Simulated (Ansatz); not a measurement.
# C₃H₉BF₂Si: basis-set convergence

An exercise on one series of results from a longer session: the logs are not shown, and one member is left open.

The runs use Ansatz 0.2.0, Gaussian basis; one geometry, several basis sets.

Plan: PBE0-D4/def2-SVP; ωB97M-V/def2-SVP; PBE0-D4/def2-QZVPP; ωB97M-V/def2-QZVPP; the functionals' def2-TZVPP values are taken from earlier runs.

### The geometry

All runs share one geometry, relaxed beforehand with PBE0-D4 in a triple-zeta def2 set.

SMILES `C[Si](C)(C)B(F)F`, 16 atoms, charge 0, spin multiplicity 1.

Atoms are counted from 1 here; the program's logs count them from 0.

Bond lengths: C1–Si2 1.878 Å, C1–H8 1.093 Å, C1–H9 1.093 Å, C1–H10 1.094 Å, Si2–C3 1.874 Å, Si2–C4 1.878 Å, Si2–B5 2.042 Å, C3–H11 1.093 Å, C3–H12 1.094 Å, C3–H13 1.093 Å, C4–H14 1.093 Å, C4–H15 1.094 Å, C4–H16 1.093 Å, B5–F6 1.326 Å, B5–F7 1.325 Å. Angles: Si2–C1–H8 111.6°, Si2–C1–H9 111.1°, Si2–C1–H10 110.3°, H8–C1–H9 107.9°, H8–C1–H10 107.8°, H9–C1–H10 107.9°, C1–Si2–C3 110.5°, C1–Si2–C4 109.5°, C1–Si2–B5 108.2°, C3–Si2–C4 110.5°, C3–Si2–B5 109.8°, C4–Si2–B5 108.2°, Si2–C3–H11 111.2°, Si2–C3–H12 110.8°, Si2–C3–H13 111.2°, H11–C3–H12 107.9°, H11–C3–H13 107.7°, H12–C3–H13 107.9° and more.

Set-up of the first run:

in.yaml reads:

```yaml
crystal:
  periodic: [false, false, false]
  atoms:
    - {symbol: C, position_ang: [0.408011, 0.900303, 1.568811]}
    - {symbol: Si, position_ang: [0.009903, 0.026485, -0.045171]}
    - {symbol: C, position_ang: [1.318473, -1.256452, -0.435829]}
    - {symbol: C, position_ang: [-1.683052, -0.777010, 0.076485]}
    - {symbol: B, position_ang: [-0.052050, 1.426280, -1.530432]}
    - {symbol: F, position_ang: [-0.907470, 2.438797, -1.494293]}
    - {symbol: F, position_ang: [0.742527, 1.401841, -2.590000]}
    - {symbol: H, position_ang: [1.393563, 1.371290, 1.538071]}
    - {symbol: H, position_ang: [-0.329088, 1.676335, 1.789018]}
    - {symbol: H, position_ang: [0.403871, 0.187370, 2.398372]}
    - {symbol: H, position_ang: [1.104761, -1.764450, -1.379481]}
    - {symbol: H, position_ang: [1.366198, -2.014576, 0.350855]}
    - {symbol: H, position_ang: [2.307135, -0.798942, -0.522037]}
    - {symbol: H, position_ang: [-1.943569, -1.305896, -0.843578]}
    - {symbol: H, position_ang: [-1.702555, -1.501582, 0.895661]}
    - {symbol: H, position_ang: [-2.459556, -0.032391, 0.267848]}
basis:
  gaussian: {orbitals: def2-SVP}
hamiltonian: {xc: pbe0, dispersion: d4}
output: {orbitals: {seedname: orbitals}}
```

Command:

```
> ansatz run in.yaml --threads 4 --pin off --events-out ev --progress --plain --max-ram 11315MiB
```

Among the steps run: PBE0-D4 in def2-SVP; ωB97M-V in def2-SVP; PBE0-D4 in def2-QZVPP; ωB97M-V in def2-QZVPP.

One table of the session follows, with a row left open; its other results are not shown here.

It belongs to the step «Functionals by basis». 

```
functional       basis  HOMO (eV)
   PBE0-D4    def2-SVP          ?
   PBE0-D4  def2-TZVPP      -8.12
   PBE0-D4  def2-QZVPP      -8.14
   ωB97M-V    def2-SVP     -10.19
   ωB97M-V  def2-TZVPP     -10.31
   ωB97M-V  def2-QZVPP     -10.32
```

Q: Estimate the row for PBE0-D4, def2-SVP from the others.

As computed: HOMO (eV): -8.03. In the column «HOMO (eV)» it is the highest.
